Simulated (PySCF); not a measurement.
# B3Cl2H4N: the cost of one run

The runs use PySCF 2.14.0, with density-fitted response routines of our own; the level of theory stands in each step. All values are computed, except where a source is named. Atoms are numbered from 0 throughout.

## Step 1: Starting geometry

10 atoms, charge 0, multiplicity 1; geometry from: GFN2-xTB. The atoms were then displaced at random by about 0.01 Å, so the start is not that level's minimum.

Bonds of the start (Å): B0–N1 1.38, N1–B2 1.40, B2–B3 1.72, B3–Cl4 1.72, B3–Cl5 1.71, B0–H6 1.18, B0–H7 1.19, N1–H8 1.00, B2–H9 1.18.

## Step 2: Relaxing the molecule at PBE0-D3(BJ)/def2-SVP

Job settings and geometry (Å):

```
{"job": {"xc": "PBE0", "basis": "def2-SVP", "d3": "d3bj", "grid": 1, "shake": 0.01, "kind": "geom"}, "charge": 0, "multiplicity": 1}
B     -1.538670     0.461630     0.292720
N     -0.873480    -0.675030    -0.134060
B      0.502440    -0.841490    -0.318490
B      1.658640     0.397760    -0.028550
Cl     2.125930     1.484290    -1.275560
Cl     2.386450     0.615250     1.508910
H     -2.715500     0.457460     0.381650
H     -0.927200     1.454630     0.530180
H     -1.447030    -1.472240    -0.313020
H      0.878860    -1.903180    -0.664850
```

Launch:

```bash
$ OMP_NUM_THREADS=1 python probes_run.py task.json out
```

One launch serves the whole session: the jobs run in the order shown.

**Question.** How long does this first job take on 1 thread of Arm Neoverse V1, shared host, and how much memory does it need?

About 29 s, with a peak of 0.52 GiB.
